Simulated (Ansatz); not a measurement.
**Tetramethyl orthosilicate (TMOS) (C₄H₁₂O₄Si): a ladder of functionals and wavefunction methods**

One table from this session's results is given with a row withheld; the runs are named, their logs left out.

Program: Ansatz 0.2.0, Gaussian basis. Level of theory: functionals in def2-TZVPP, the program's frozen cores in correlated methods. These are calculated values, not measurements.

The runs, in order: LDA (SPW92), PBE-D4, revPBE-D4, BLYP-D4, r2SCAN-D4, B97M-V, PBE0-D4, B3LYP-D4, r2SCANh-D4, r2SCAN0-D4, HSE06-D4, BHLYP-D4, CAM-B3LYP-D4, LC-ωPBE, ωB97X-V, ωB97M-V, B2PLYP, PBE-QIDH; CCSD(T)/def2-SVP; CCSD(T)/def2-TZVPP; MP2/def2-QZVPP; extrapolation to the limit; RPA on PBE.

## The relaxed structure

The geometry comes from an earlier relaxation with PBE0-D4 in a triple-zeta def2 set; it is a stationary point, not always the lowest conformer.

SMILES `CO[Si](OC)(OC)OC`, 21 atoms, charge 0, spin multiplicity 1.

Atoms are counted from 1 here; the program's logs count them from 0.

Bond lengths: C1–O2 1.410 Å, C1–H10 1.095 Å, C1–H11 1.091 Å, C1–H12 1.094 Å, O2–Si3 1.625 Å, Si3–O4 1.625 Å, Si3–O6 1.625 Å, Si3–O8 1.625 Å, O4–C5 1.410 Å, C5–H13 1.091 Å, C5–H14 1.094 Å, C5–H15 1.095 Å, O6–C7 1.410 Å, C7–H16 1.094 Å, C7–H17 1.095 Å, C7–H18 1.091 Å, O8–C9 1.410 Å, C9–H19 1.095 Å and more. Angles: O2–C1–H10 111.2°, O2–C1–H11 108.2°, O2–C1–H12 111.2°, H10–C1–H11 108.6°, H10–C1–H12 108.7°, H11–C1–H12 108.9°, C1–O2–Si3 124.5°, O2–Si3–O4 114.4°, O2–Si3–O6 107.1°, O2–Si3–O8 107.1°, O4–Si3–O6 107.1°, O4–Si3–O8 107.1°, O6–Si3–O8 114.4°, Si3–O4–C5 124.5°, O4–C5–H13 108.2°, O4–C5–H14 111.2°, O4–C5–H15 111.2°, H13–C5–H14 108.9° and more.

Coordinates:

```xyz
21
charge 0, multiplicity 1
C     1.75121   -1.60880   -1.24054
O     0.43933   -1.34196   -0.79742
Si   -0.00594    0.00051    0.00230
O    -0.00747    1.35111   -0.90098
C    -0.93685    1.62494   -1.92560
O    -1.53059   -0.23280    0.51322
C    -1.98221   -1.39406    1.17359
O     1.07497    0.22568    1.19434
C     1.14417    1.37992    2.00150
H     2.06410   -0.89276   -2.00764
H     1.76715   -2.61074   -1.67270
H     2.46423   -1.56819   -0.41204
H    -0.74242    2.63087   -2.30136
H    -1.96345    1.57822   -1.55096
H    -0.83362    0.91673   -2.75436
H    -1.78200   -2.29007    0.57901
H    -1.50111   -1.50712    2.15074
H    -3.05911   -1.30254    1.32455
H     0.24722    1.48522    2.62074
H     1.25728    2.28171    1.39288
H     2.01080    1.28464    2.65784
```

Set-up of the first run:

in.yaml

```yaml
crystal:
  periodic: [false, false, false]
  atoms:
    - {symbol: C, position_ang: [1.751211, -1.608803, -1.240536]}
    - {symbol: O, position_ang: [0.439330, -1.341962, -0.797424]}
    - {symbol: Si, position_ang: [-0.005944, 0.000508, 0.002300]}
    - {symbol: O, position_ang: [-0.007469, 1.351112, -0.900979]}
    - {symbol: C, position_ang: [-0.936845, 1.624938, -1.925602]}
    - {symbol: O, position_ang: [-1.530591, -0.232800, 0.513220]}
    - {symbol: C, position_ang: [-1.982207, -1.394059, 1.173589]}
    - {symbol: O, position_ang: [1.074968, 0.225682, 1.194336]}
    - {symbol: C, position_ang: [1.144174, 1.379920, 2.001503]}
    - {symbol: H, position_ang: [2.064104, -0.892763, -2.007642]}
    - {symbol: H, position_ang: [1.767152, -2.610740, -1.672696]}
    - {symbol: H, position_ang: [2.464227, -1.568188, -0.412037]}
    - {symbol: H, position_ang: [-0.742421, 2.630871, -2.301360]}
    - {symbol: H, position_ang: [-1.963449, 1.578216, -1.550964]}
    - {symbol: H, position_ang: [-0.833619, 0.916727, -2.754364]}
    - {symbol: H, position_ang: [-1.782000, -2.290071, 0.579007]}
    - {symbol: H, position_ang: [-1.501109, -1.507120, 2.150741]}
    - {symbol: H, position_ang: [-3.059114, -1.302541, 1.324555]}
    - {symbol: H, position_ang: [0.247224, 1.485219, 2.620742]}
    - {symbol: H, position_ang: [1.257278, 2.281712, 1.392875]}
    - {symbol: H, position_ang: [2.010802, 1.284640, 2.657837]}
basis:
  gaussian: {orbitals: def2-TZVPP}
hamiltonian: {xc: lda}
output: {orbitals: {seedname: orbitals}}
```

Launch:

```
$ ansatz run in.yaml --threads 4 --pin off --events-out ev --progress --plain --max-ram 66560MiB --backend cuda --devices 0, --max-vram 37GiB
```

Among the steps run: LDA; PBE-D4 (GGA); revPBE-D4 (GGA); BLYP-D4 (GGA); r2SCAN-D4 (meta-GGA); B97M-V (meta-GGA); B3LYP-D4 (hybrid); r2SCANh-D4 (hybrid); r2SCAN0-D4 (hybrid); HSE06-D4 (hybrid); BHLYP-D4 (hybrid); CAM-B3LYP-D4 (range-separated); LC-ωPBE (range-separated); ωB97X-V (range-separated); ωB97M-V (range-separated); B2PLYP (double hybrid); PBE-QIDH (double hybrid).

One table of the session follows, with a row left open; its other results are not shown here.

It belongs to the step «Frontier levels by functional». 

```
  functional  HOMO (eV)  LUMO (eV)  gap (eV)
 LDA (SPW92)          ?          ?         ?
      PBE-D4      -6.48       0.23      6.72
   revPBE-D4      -6.42       0.38      6.81
     BLYP-D4      -6.39       0.29      6.68
   r2SCAN-D4      -6.82       0.82      7.65
      B97M-V      -6.97       0.41      7.38
     PBE0-D4      -8.09       1.13      9.22
    B3LYP-D4      -7.84       0.81      8.65
  r2SCANh-D4      -7.42       1.11      8.54
  r2SCAN0-D4      -8.33       1.52      9.86
    HSE06-D4      -7.68       0.76      8.44
    BHLYP-D4      -9.65       1.82     11.47
CAM-B3LYP-D4      -9.55       1.94     11.50
     LC-ωPBE     -10.89       3.28     14.17
     ωB97X-V     -10.57       3.03     13.60
     ωB97M-V     -10.51       2.61     13.12
```

**Question.** Estimate the row for LDA (SPW92).

**Answer.** HOMO (eV): -6.63; LUMO (eV): -0.05; gap (eV): 6.59. In the column «HOMO (eV)» it lies between r2SCAN-D4 (-6.82) and PBE-D4 (-6.48).
